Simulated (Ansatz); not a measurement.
# CH₅AlN₂O: basis-set convergence

One table from this session's results is given with a row withheld; the runs are named, their logs left out.

Method: one geometry, several basis sets; program: Ansatz 0.2.0, Gaussian basis.

The runs, in order: PBE0-D4/def2-SVP; ωB97M-V/def2-SVP; PBE0-D4/def2-QZVPP; ωB97M-V/def2-QZVPP; the functionals' def2-TZVPP values are taken from earlier runs.

### Structure used throughout

The geometry comes from an earlier relaxation with PBE0-D4 in a triple-zeta def2 set; it is a stationary point, not always the lowest conformer.

SMILES `[OH][Al]1[NH]C[NH]1`, 10 atoms, charge 0, spin multiplicity 1.

Atoms are counted from 1 here; the program's logs count them from 0.

Bond lengths: O1–Al2 1.683 Å, O1–H6 0.954 Å, Al2–N3 1.766 Å, Al2–N5 1.770 Å, N3–C4 1.467 Å, N3–H7 1.002 Å, C4–N5 1.468 Å, C4–H8 1.101 Å, C4–H9 1.101 Å, N5–H10 1.002 Å. Angles: Al2–O1–H6 126.8°, O1–Al2–N3 137.9°, O1–Al2–N5 142.5°, N3–Al2–N5 79.6°, Al2–N3–C4 89.8°, Al2–N3–H7 145.9°, C4–N3–H7 118.2°, N3–C4–N5 100.9°, N3–C4–H8 111.7°, N3–C4–H9 112.1°, N5–C4–H8 112.0°, N5–C4–H9 111.6°, H8–C4–H9 108.4°, Al2–N5–C4 89.6°, Al2–N5–H10 146.0°, C4–N5–H10 117.9°.

Set-up of the first run:

The input, in.yaml:

```yaml
crystal:
  periodic: [false, false, false]
  atoms:
    - {symbol: O, position_ang: [0.958484, -0.149210, -2.539496]}
    - {symbol: Al, position_ang: [0.380742, -0.061902, -0.960897]}
    - {symbol: N, position_ang: [0.953339, -0.438157, 0.666279]}
    - {symbol: C, position_ang: [-0.327324, 0.018479, 1.217504]}
    - {symbol: N, position_ang: [-1.034563, 0.410295, -0.008175]}
    - {symbol: H, position_ang: [0.486175, 0.083344, -3.334809]}
    - {symbol: H, position_ang: [1.521701, -1.043754, 1.226426]}
    - {symbol: H, position_ang: [-0.849862, -0.787167, 1.755185]}
    - {symbol: H, position_ang: [-0.202360, 0.869655, 1.903835]}
    - {symbol: H, position_ang: [-1.803234, 1.047419, 0.077148]}
basis:
  gaussian: {orbitals: def2-SVP}
hamiltonian: {xc: pbe0, dispersion: d4}
output: {orbitals: {seedname: orbitals}}
```

Among the steps run: PBE0-D4 in def2-SVP; ωB97M-V in def2-SVP; PBE0-D4 in def2-QZVPP; ωB97M-V in def2-QZVPP.

One table of the session follows, with a row left open; its other results are not shown here.

It belongs to the step «Density functionals: the series». 

```
functional       basis  HOMO (eV)  LUMO (eV)
   PBE0-D4    def2-SVP      -6.19       0.11
   PBE0-D4  def2-TZVPP      -6.39      -0.16
   PBE0-D4  def2-QZVPP      -6.44      -0.46
   ωB97M-V    def2-SVP      -8.50       1.71
   ωB97M-V  def2-TZVPP      -8.72       1.36
   ωB97M-V  def2-QZVPP          ?          ?
```

Estimate the missing values for ωB97M-V, def2-QZVPP.

**Answer.** HOMO (eV): -8.79; LUMO (eV): 0.72. In the column «HOMO (eV)» it is the lowest.
